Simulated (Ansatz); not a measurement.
# TiNi: the cost of one run

Method: DFT PBEsol, scalar-relativistic, plane waves, PAW, in Ansatz 0.2.0.

2 further runs of the same task are left out: 2 set aside as unsound or not needed.

## 1. Starting point

The structure is cubic, space group Pm-3m (No. 221). The conventional cell has a = 2.976 Å, b = 2.976 Å, c = 2.976 Å, α = 90.00°, β = 90.00°, γ = 90.00°. Al (site symmetry m-3m) has 8 Ru at 2.58 Å in its first shell of neighbours. Ru (site symmetry m-3m) has 8 Al at 2.58 Å in its first shell of neighbours.

As a file:

```cif
data_structure
_symmetry_space_group_name_H-M 'Pm-3m'
_symmetry_Int_Tables_number 221
_cell_length_a 2.9764
_cell_length_b 2.9764
_cell_length_c 2.9764
_cell_angle_alpha 90.000
_cell_angle_beta 90.000
_cell_angle_gamma 90.000
_cell_volume 26.37
loop_
_atom_site_label
_atom_site_type_symbol
_atom_site_symmetry_multiplicity
_atom_site_Wyckoff_symbol
_atom_site_fract_x
_atom_site_fract_y
_atom_site_fract_z
_atom_site_occupancy
Al1 Al 1 a 0.00000 0.00000 0.00000 1
Ru1 Ru 1 b 0.50000 0.50000 0.50000 1
```

It is the result of an earlier relaxation at this level (volume 13.18 Å³/atom; gap on the mesh: none (metal)).

## 2. The film's bulk: TiNi

Relaxed beforehand at this level: -4139.8014 eV/atom, gap on the mesh none (metal).

```xyz
2
Lattice="-2.9709 0.0000 0.0000 0.0000 -2.9709 0.0000 0.0000 0.0000 2.9709" Properties=species:S:1:pos:R:3 pbc="T T T"
Ti    0.0000    0.0000    0.0000
Ni   -1.4854   -1.4854    1.4854
```

Bulk energy of AlRu, the base, on matching settings, from an earlier run: -3171.1540 eV/atom.

## 3. TiNi strained to the base's plane

The (110) plane of TiNi is fitted to the (110) plane of AlRu, a strain of +0.2 % along x and +0.2 % along y; the third vector and the atoms relax.

Input file input.yaml:

```yaml
crystal:
  lattice:
    - [2.976407822, 0.0, 0.0]
    - [0.0, 4.2092763091, 0.0]
    - [0.0, 2.1046381545, 2.0960345411]
  atoms:
    - { symbol: Ti, position: [0.0, 0.0, 0.0] }
    - { symbol: Ni, position: [0.5, 0.5, 0.0] }
basis:
  ecutwfc: 420
kpoints:
  mp_grid: { grid: [12, 8, 16] }
hamiltonian:
  xc: pbesol
scf:
  occupations: { method: gaussian, width: 0.1 }
output:
  forces: true
  stress: true
  eigenvalues: true
relax:
  adjacent_minimum: "off"
  f_tol: 0.01
  max_steps: 50
  cell: { fix: [a, b, gamma], stress_tol: 0.1 }
```

Run with:

```console
$ ansatz run input.yaml --threads 4 --pin off --max-ram 10240MiB --backend cpu --events-out ev --progress --plain --runs-dir out
```

Q: Estimate wall time and peak memory on 4 threads of Intel Xeon Platinum 8175M at 2.50GHz (Skylake/Cascade Lake), shared host.

About 9.1 s, with a peak of 0.53 GiB.
